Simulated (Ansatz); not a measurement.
# Yb2Mo2O7: the cost of one run

Computed with Ansatz 0.2.0 (DFT PBE, scalar-relativistic, plane waves, PAW, unless a step's input says otherwise).

## 1. The system as given

The structure is cubic, space group Fd-3m (No. 227). Conventional cell: a = 10.370 Å, b = 10.370 Å, c = 10.370 Å, α = 90.00°, β = 90.00°, γ = 90.00°. Yb (site symmetry -3m) has 2 O at 2.25 Å as nearest neighbours. Mo (site symmetry -3m) is surrounded by 6 O at 1.99 Å. O (site symmetry -43m) is surrounded by 4 Yb at 2.25 Å. O (site symmetry 2mm) is surrounded by 2 Mo at 1.99 Å.

Structure file:

```xyz
22
Lattice="0.0000 5.1852 5.1852 5.1852 0.0000 5.1852 5.1852 5.1852 0.0000" Properties=species:S:1:pos:R:3 pbc="T T T"
Yb    1.2963    1.2963    1.2963
Yb    1.2963    3.8889    3.8889
Yb    3.8889    3.8889    1.2963
Yb    3.8889    1.2963    3.8889
Mo    6.4815    6.4815    6.4815
Mo    6.4815    3.8889    3.8889
Mo    3.8889    3.8889    6.4815
Mo    3.8889    6.4815    3.8889
O     0.0000    0.0000    0.0000
O     2.5926    2.5926    2.5926
O     5.1852    5.1852    3.1189
O     7.7778    7.7778    5.7115
O     5.1852    7.2515    5.1852
O     3.1189    5.1852    5.1852
O     7.2515    5.1852    5.1852
O     5.1852    3.1189    5.1852
O     5.1852    5.1852    7.2515
O     5.7115    7.7778    7.7778
O     9.8441    7.7778    7.7778
O     7.7778    7.7778    9.8441
O     7.7778    9.8441    7.7778
O     7.7778    5.7115    7.7778
```

This cell comes from an earlier session at PBE: 12.674 Å³/atom at 0.01 GPa, on a 4×4×4 mesh. The large moments point both ways.

## 2. Ferrimagnetic, in the cell as typed

Contents of input.yaml:

```yaml
crystal:
  lattice:
    - [0.0, 5.1851964888, 5.1851964888]
    - [5.1851964888, 0.0, 5.1851964888]
    - [5.1851964888, 5.1851964888, 0.0]
  atoms:
    - { symbol: Yb, position: [0.125, 0.125, 0.125] }
    - { symbol: Yb, position: [0.625, 0.125, 0.125] }
    - { symbol: Yb, position: [0.125, 0.125, 0.625] }
    - { symbol: Yb, position: [0.125, 0.625, 0.125] }
    - { symbol: Mo, position: [0.625, 0.625, 0.625], spin: 1.0 }
    - { symbol: Mo, position: [0.125, 0.625, 0.625], spin: 1.0 }
    - { symbol: Mo, position: [0.625, 0.625, 0.125], spin: 1.0 }
    - { symbol: Mo, position: [0.625, 0.125, 0.625], spin: -1.0 }
    - { symbol: O, position: [0.0, 0.0, 0.0] }
    - { symbol: O, position: [0.25, 0.25, 0.25] }
    - { symbol: O, position: [0.3007499536, 0.3007499536, 0.6992500464] }
    - { symbol: O, position: [0.5507499536, 0.5507499536, 0.9492500464] }
    - { symbol: O, position: [0.6992500464, 0.3007499536, 0.6992500464] }
    - { symbol: O, position: [0.6992500464, 0.3007499536, 0.3007499536] }
    - { symbol: O, position: [0.3007499536, 0.6992500464, 0.6992500464] }
    - { symbol: O, position: [0.3007499536, 0.6992500464, 0.3007499536] }
    - { symbol: O, position: [0.6992500464, 0.6992500464, 0.3007499536] }
    - { symbol: O, position: [0.9492500464, 0.5507499536, 0.5507499536] }
    - { symbol: O, position: [0.5507499536, 0.9492500464, 0.9492500464] }
    - { symbol: O, position: [0.9492500464, 0.9492500464, 0.5507499536] }
    - { symbol: O, position: [0.9492500464, 0.5507499536, 0.9492500464] }
    - { symbol: O, position: [0.5507499536, 0.9492500464, 0.5507499536] }
basis:
  ecutwfc: 420
  ecutrho_ratio: 4
kpoints:
  mp_grid: { grid: [4, 4, 4] }
hamiltonian:
  xc: pbe
  pseudopotentials: { kind: paw, frozen_core: stored }
scf:
  occupations: { method: gaussian, width: 0.05 }
  lower_state_search: "off"
output:
  forces: true
  stress: true
  eigenvalues: true
  populations: true
magnetization:
  spin_polarized: true
```

Command:

```console
> ansatz run input.yaml --threads 4 --pin off --max-ram 10240MiB --backend cpu --events-out ev --progress --plain --runs-dir out
```

What time and memory should one allow on 4 threads of Intel Xeon Platinum 8259CL at 2.50GHz (Skylake/Cascade Lake), shared host?

About 6.8 min, with a peak of 3.4 GiB.
